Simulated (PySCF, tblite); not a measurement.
# C₂H₁₁BO₂Si₂: geometry, infrared bands and NMR shifts

Aim: predict the infrared bands and NMR shifts of C₂H₁₁BO₂Si₂ (`O[BH2-][O+]1[SiH2]CC[SiH2]1`).

Programs: tblite 0.8.0 and PySCF 2.14.0, with density-fitted response routines of our own. Each step states its level of theory. These are calculated values for one molecule in the gas phase, unless marked as measured. Atoms count from 0, in the outputs and in this text.

## (1) The molecule as given

18 atoms, charge 0, multiplicity 1; geometry from: force field or distance geometry start.

Bonds of the start (Å): O0–B1 1.48, B1–O2 1.50, O2–Si3 1.74, Si3–C4 1.86, C4–C5 1.51, C5–Si6 1.87, Si6–O2 1.73, O0–H7 0.99, B1–H8 1.19, B1–H9 1.19, Si3–H10 1.48, Si3–H11 1.46, C4–H12 1.11, C4–H13 1.10, C5–H14 1.11, C5–H15 1.10, Si6–H16 1.47, Si6–H17 1.47.

## (2) Geometry optimisation with GFN2-xTB

What the job is given:

```
{"job": {"kind": "relax", "xc": "GFN2-xTB", "basis": "xTB"}, "charge": 0, "multiplicity": 1}
O      2.249300     2.041400    -0.428500
B      1.576600     0.793800    -0.850500
O      1.061700     0.074600     0.364600
Si    -0.330700     0.942300     0.954700
C     -1.837300    -0.042000     0.465800
C     -1.393700    -1.486000     0.390200
Si     0.398600    -1.443100    -0.147800
H      2.530000     2.491000    -1.264200
H      0.728400     1.025500    -1.645000
H      2.402900     0.110400    -1.376400
H     -0.260600     0.963500     2.429500
H     -0.427200     2.312000     0.459300
H     -2.168900     0.303900    -0.536400
H     -2.657200     0.092700     1.186300
H     -1.452900    -1.939700     1.402900
H     -2.009500    -2.064400    -0.311700
H      1.134400    -2.541200     0.502300
H      0.447200    -1.628500    -1.606700
```

On the command line:

```console
> OMP_NUM_THREADS=1 python probes_run.py task.json out
```

This one command runs all jobs of the session in turn.

**Question.** This job is followed by: GFN2-xTB harmonic vibrations, gas phase; GIAO PBE0/pcSseg-1 NMR shielding, non-relativistic, gas phase. Predict these results of the whole session: strongest single infrared mode (GFN2-xTB); zero-point energy (GFN2-xTB); 13C shifts against TMS (PBE0/pcSseg-1, means over atoms taken as alike); 1H shifts against TMS (PBE0/pcSseg-1, means over atoms taken as alike); 17O shifts against H2O (PBE0/pcSseg-1); 11B shifts against BF3·OEt2 (PBE0/pcSseg-1); 29Si shifts against TMS (PBE0/pcSseg-1, means over atoms taken as alike).

As calculated:

| quantity | value |
| --- | --- |
| strongest single infrared mode (GFN2-xTB) | 940 cm⁻¹, 440 km/mol |
| zero-point energy (GFN2-xTB) | 81.5 kcal/mol |
| 13C shifts against TMS (PBE0/pcSseg-1, means over atoms taken as alike) | 10.7 ppm |
| 1H shifts against TMS (PBE0/pcSseg-1, means over atoms taken as alike) | 5.27, 3.52, 2.10, 0.95 ppm |
| 17O shifts against H2O (PBE0/pcSseg-1) | 85.6, 49.6 ppm |
| 11B shifts against BF3·OEt2 (PBE0/pcSseg-1) | -1.3 ppm |
| 29Si shifts against TMS (PBE0/pcSseg-1, means over atoms taken as alike) | -34.9 ppm |

Relaxing lowered the energy by 1.687 eV in 114 steps; the close pair that moved most is O2–Si6, from 1.734 to 1.650 Å. All 48 modes are real, so the xTB geometry is a minimum. The strongest single mode, at 940 cm⁻¹, is carried by H11, O2, H10. Unscaled tight-binding wavenumbers are off by several per cent, some by more. Its intensities can rank the bands wrongly. At PBE0/pcSseg-1: Shielding is most anisotropic at O0 (span 204 ppm, paramagnetic term -145 ppm).
